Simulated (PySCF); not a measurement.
# C: excitation energies in def2-QZVPPD

Each state of carbon is computed at each level; their differences give the excitation energy. How far do the methods differ?

Program: PySCF 2.14.0. Level of theory: unrestricted determinants in a Gaussian basis, no spin-orbit coupling in the energies. These are calculated values, not measurements, unless marked.

## Step 1: What is computed

```
Element                                   : carbon (Z = 6)
Basis                                     : def2-QZVPPD
Hamiltonian                               : the non-relativistic Hamiltonian (point nucleus)
State 1                                   : C: [He] 2s1 2p3, high-spin 5S determinant (an excited configuration)
State 2                                   : C: [He] 2s1 2p3, 2s spin antiparallel (an excited configuration)
Needed too, but not shown                 : C [He] 2s2 2p2 (3P)
Methods                                   : CCSD(T)
Core shells frozen in the correlated runs : valence and next inner shell: nothing (for C)
```

Outer shells as boxes (Hund's rule):

C [He] 2s1 2p3
```
[He] core
2s [↑ ]
2p [↑ ][↑ ][↑ ]
```

The runs were made by one driver on top of PySCF. The scripts below sum up each run's settings (the driver also hands on starting orbitals that pick excited configurations, and frozen orbitals as a list rather than a count), and the logs come from the driver's own runs. The driver starts from symmetry-adapted Hartree-Fock orbitals, holds the occupation by maximum overlap and uses a logarithmic radial grid for functionals, so a plain start would take other cycles.

The integrals over 63 functions and the set-up took 0.15 s of CPU time.

## Step 2: C [He] 2s1 2p3, at CCSD(T) (valence and next inner shell)

Level: CCSD(T) (valence and next inner shell).

input.py

```python
from pyscf import gto, scf, dft, mp, cc
import basis_set_exchange as bse
mol = gto.M(atom="C 0 0 0", charge=0, spin=4, symmetry="D2h",
            basis=gto.basis.parse(bse.get_basis("def2-QZVPPD", elements=["C"], fmt="nwchem")))
mf = scf.UHF(mol)
mf.irrep_nelec = {'Ag': (2, 1), 'B1u': (1, 0), 'B2u': (1, 0), 'B3u': (1, 0)}
mf.kernel()
mycc = cc.CCSD(mf, frozen=0).run()
mycc.ccsd_t()
```

The log of the run:

```text
CC2 = 0
CCSD nocc = (np.int64(5), np.int64(1)), nmo = (63, 63)
frozen orbitals [[], []]
max_cycle = 100
direct = 0
conv_tol = 1e-08
conv_tol_normt = 1e-06
diis_space = 8
diis_start_cycle = 0
Init t2, MP2 energy = -0.0494571088814374
Init E_corr(UCCSD) = -0.0494571088906512
cycle = 1  E_corr(UCCSD) = -0.0559234789018505  dE = -0.00646637001  norm(t1,t2) = 0.0206654
cycle = 2  E_corr(UCCSD) = -0.0571666210046549  dE = -0.0012431421  norm(t1,t2) = 0.00589481
cycle = 3  E_corr(UCCSD) = -0.0575851112555551  dE = -0.000418490251  norm(t1,t2) = 0.00214486
cycle = 4  E_corr(UCCSD) = -0.0575527367756373  dE = 3.23744799e-05  norm(t1,t2) = 0.00037427
cycle = 5  E_corr(UCCSD) = -0.0575537461915526  dE = -1.00941592e-06  norm(t1,t2) = 2.16706e-05
cycle = 6  E_corr(UCCSD) = -0.057553566552901  dE = 1.79638652e-07  norm(t1,t2) = 2.48502e-06
cycle = 7  E_corr(UCCSD) = -0.0575535877847757  dE = -2.12318747e-08  norm(t1,t2) = 2.22805e-07
cycle = 8  E_corr(UCCSD) = -0.0575535868816551  dE = 9.03120578e-10  norm(t1,t2) = 3.92662e-08
UCCSD converged
E(UCCSD) = -37.65671958385266  E_corr = -0.0575535868816551
UCCSD(T) correction = -0.000467354386607795
```

CPU time 2.3 s on a shared host, the integrals not counted.

CCSD correlation -0.05755 hartree, triples -0.00047; total -37.657187. T1 = 0.003, largest double amplitude 0.023.

## Step 3: C [He] 2s1 2p3, s spin flipped, at CCSD(T) (valence and next inner shell)

Level: CCSD(T) (valence and next inner shell).

input.py

```python
from pyscf import gto, scf, dft, mp, cc
import basis_set_exchange as bse
mol = gto.M(atom="C 0 0 0", charge=0, spin=2, symmetry="D2h",
            basis=gto.basis.parse(bse.get_basis("def2-QZVPPD", elements=["C"], fmt="nwchem")))
mf = scf.UHF(mol)
mf.irrep_nelec = {'Ag': (1, 2), 'B1u': (1, 0), 'B2u': (1, 0), 'B3u': (1, 0)}
mf.kernel()
mycc = cc.CCSD(mf, frozen=0).run()
mycc.ccsd_t()
```

The log of the run:

```text
CC2 = 0
CCSD nocc = (np.int64(4), np.int64(2)), nmo = (63, 63)
frozen orbitals [[], []]
max_cycle = 100
direct = 0
conv_tol = 1e-08
conv_tol_normt = 1e-06
diis_space = 8
diis_start_cycle = 0
Init t2, MP2 energy = -0.157676785450382
Init E_corr(UCCSD) = -0.157676785454566
cycle = 1  E_corr(UCCSD) = -0.20684914684902  dE = -0.0491723614  norm(t1,t2) = 0.252782
cycle = 2  E_corr(UCCSD) = -0.249059418398094  dE = -0.0422102715  norm(t1,t2) = 0.256282
cycle = 3  E_corr(UCCSD) = -0.67503011643171  dE = -0.425970698  norm(t1,t2) = 0.238506
cycle = 4  E_corr(UCCSD) = -0.274406797500107  dE = 0.400623319  norm(t1,t2) = 1.63722
cycle = 5  E_corr(UCCSD) = -0.339279863544426  dE = -0.064873066  norm(t1,t2) = 0.224541
cycle = 6  E_corr(UCCSD) = -0.351498839227043  dE = -0.0122189757  norm(t1,t2) = 0.114268
cycle = 7  E_corr(UCCSD) = -0.363863765527865  dE = -0.0123649263  norm(t1,t2) = 0.0845942
cycle = 8  E_corr(UCCSD) = -0.373188225116765  dE = -0.00932445959  norm(t1,t2) = 0.052021
cycle = 9  E_corr(UCCSD) = -0.382796647388586  dE = -0.00960842227  norm(t1,t2) = 0.0254453
cycle = 10  E_corr(UCCSD) = -0.381602275795226  dE = 0.00119437159  norm(t1,t2) = 0.00340469
cycle = 11  E_corr(UCCSD) = -0.381605091172251  dE = -2.81537702e-06  norm(t1,t2) = 0.00030178
cycle = 12  E_corr(UCCSD) = -0.381690241508251  dE = -8.5150336e-05  norm(t1,t2) = 0.000285149
cycle = 13  E_corr(UCCSD) = -0.38169872294108  dE = -8.48143283e-06  norm(t1,t2) = 2.42432e-05
cycle = 14  E_corr(UCCSD) = -0.381697937049947  dE = 7.85891133e-07  norm(t1,t2) = 1.7473e-06
cycle = 15  E_corr(UCCSD) = -0.381698255008609  dE = -3.17958662e-07  norm(t1,t2) = 6.94932e-07
cycle = 16  E_corr(UCCSD) = -0.38169816645179  dE = 8.85568185e-08  norm(t1,t2) = 2.98982e-07
cycle = 17  E_corr(UCCSD) = -0.381698158376602  dE = 8.07518763e-09  norm(t1,t2) = 2.42161e-08
UCCSD converged
E(UCCSD) = -37.63503261269051  E_corr = -0.3816981583766024
UCCSD(T) correction = -0.0704356111087216
```

CPU time 3.2 s on a shared host, the integrals not counted.

CCSD correlation -0.38170 hartree, triples -0.07044; total -37.705468. T1 = 0.034, largest double amplitude 0.817.

With the s spin flipped the determinant is a mixture of two multiplicities, not a spectroscopic state. T1 exceeds 0.03, a sign that the reference determinant is poor. A double-excitation amplitude exceeds 0.15, a sign of near-degeneracy.

## Step 4: Differences of total energies

Excitation energy: C [He] 2s2 2p2 (3P) → C [He] 2s1 2p3 (5S).

| method | value (eV) | error (eV) |
| --- | --- | --- |
| UHF | 2.571 | -1.608 |
| MP2 (valence and next inner shell) | 3.735 | -0.444 |
| SCS-MP2 (valence and next inner shell) | 4.327 | +0.148 |
| CCSD (valence and next inner shell) | 4.048 | -0.131 |
| CCSD(T) (valence and next inner shell) | 4.105 | -0.074 |

Reference: 4.179 eV (measured; NIST levels, between the centres of gravity of the two terms). Errors of the correlated levels include the incompleteness of this basis.

Excitation energy: C [He] 2s2 2p2 (3P) → C [He] 2s1 2p3, s spin flipped.

```csv
method,value (eV)
UHF,11.982
MP2 (valence and next inner shell),10.201
SCS-MP2 (valence and next inner shell),10.127
```

The upper determinant mixes two multiplicities, so it lies between the two terms. The coupled-cluster amplitudes are large for C, so a single reference is strained.

The differences also use runs on C [He] 2s2 2p2 (3P), which are not shown here. The runs at UHF, MP2 (valence and next inner shell) are not shown; their differences are listed all the same.

## Step 5: Outcome

```
                                           quantity                                                                        value
                excitation energy, C → [He] 2s1 2p3  UHF 2.571, CCSD(T) (valence and next inner shell) 4.105 eV; reference 4.179
excitation energy, C → [He] 2s1 2p3, s spin flipped                     UHF 11.982, MP2 (valence and next inner shell) 10.201 eV
```

Each level's miss (mean over 1 difference):

```
                                method  mean absolute miss against the measured value (with the measured fine structure taken into account where it is known) (eV)
                                   UHF                                                                                                                       1.608
    MP2 (valence and next inner shell)                                                                                                                       0.444
SCS-MP2 (valence and next inner shell)                                                                                                                       0.148
   CCSD (valence and next inner shell)                                                                                                                       0.131
CCSD(T) (valence and next inner shell)                                                                                                                       0.074
```

**Reading.** The coupled-cluster values of one difference were set aside by the checks on these runs and are not quoted; the lower level shown rests on the same reference and is no safer. CCSD(T) (valence and next inner shell) lands nearest to the measured value (off by 0.07 eV); UHF misses by most (1.61 eV). The basis is finite, and no extrapolation was made.
